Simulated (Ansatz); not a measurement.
**CdClF (SMILES [F][Cd][Cl]): one structure at several levels**

The task here is to estimate one member of a computed series from the others.

Method: single points in def2-TZVPP; program: Ansatz 0.2.0, Gaussian basis.

Correlated methods freeze the cores. Filled d shells of the heavier atoms are correlated. Core potentials replace the inner electrons past krypton, and spin-orbit coupling is left out.

### Starting geometry

SMILES `[F][Cd][Cl]`, 3 atoms, charge 0, spin multiplicity 1.

Atoms are counted from 1 here; the program's logs count them from 0.

Bond lengths: F1–Cd2 1.972 Å, Cd2–Cl3 2.164 Å. Angles: F1–Cd2–Cl3 105.6°.

Geometry (Å):

```tsv
atom	x (Å)	y (Å)	z (Å)
F1	-0.0182	1.6294	0.1747
Cd2	-0.7536	-0.1075	-0.4023
Cl3	0.6871	-1.5914	0.2334
```

Set-up of the first run:

Input file run/in.yaml:

```yaml
crystal:
  periodic: [false, false, false]
  atoms:
    - {symbol: F, position_ang: [-0.018200, 1.629400, 0.174700]}
    - {symbol: Cd, position_ang: [-0.753600, -0.107500, -0.402300]}
    - {symbol: Cl, position_ang: [0.687100, -1.591400, 0.233400]}
basis:
  gaussian: {orbitals: def2-TZVPP}
correlation: {method: ccsd_t}
output: {forces: true}
```

The command line of these runs was not kept.

Steps of the session up to this table: CCSD(T)/def2-TZVPP; PBE0-D4/def2-TZVPP; wB97M-V/def2-TZVPP; r2SCAN-D4/def2-TZVPP; PBE-D4/def2-TZVPP; BLYP-D4/def2-TZVPP; r2SCANh-D4/def2-TZVPP.

One of the session's tables, all rows but one given; the rest of the session is left out.

```
    method  RMS force component (eV/Å)  angle to CCSD(T) forces (°)  dipole (D)
   CCSD(T)                       1.192                    reference        5.70
   PBE0-D4                           ?                            ?           ?
   wB97M-V                       1.176                          3.1        5.65
 r2SCAN-D4                       1.141                          3.5        5.19
    PBE-D4                       1.181                         12.1        4.75
   BLYP-D4                       1.344                         17.4        4.65
r2SCANh-D4                       1.138                          1.0        5.40
```

Q: Estimate the row for PBE0-D4 from the others.

**Answer.** RMS force component (eV/Å): 1.146; angle to CCSD(T) forces (°): 2.3; dipole (D): 5.45. In the column «RMS force component (eV/Å)» it lies between r2SCAN-D4 (1.141) and wB97M-V (1.176).
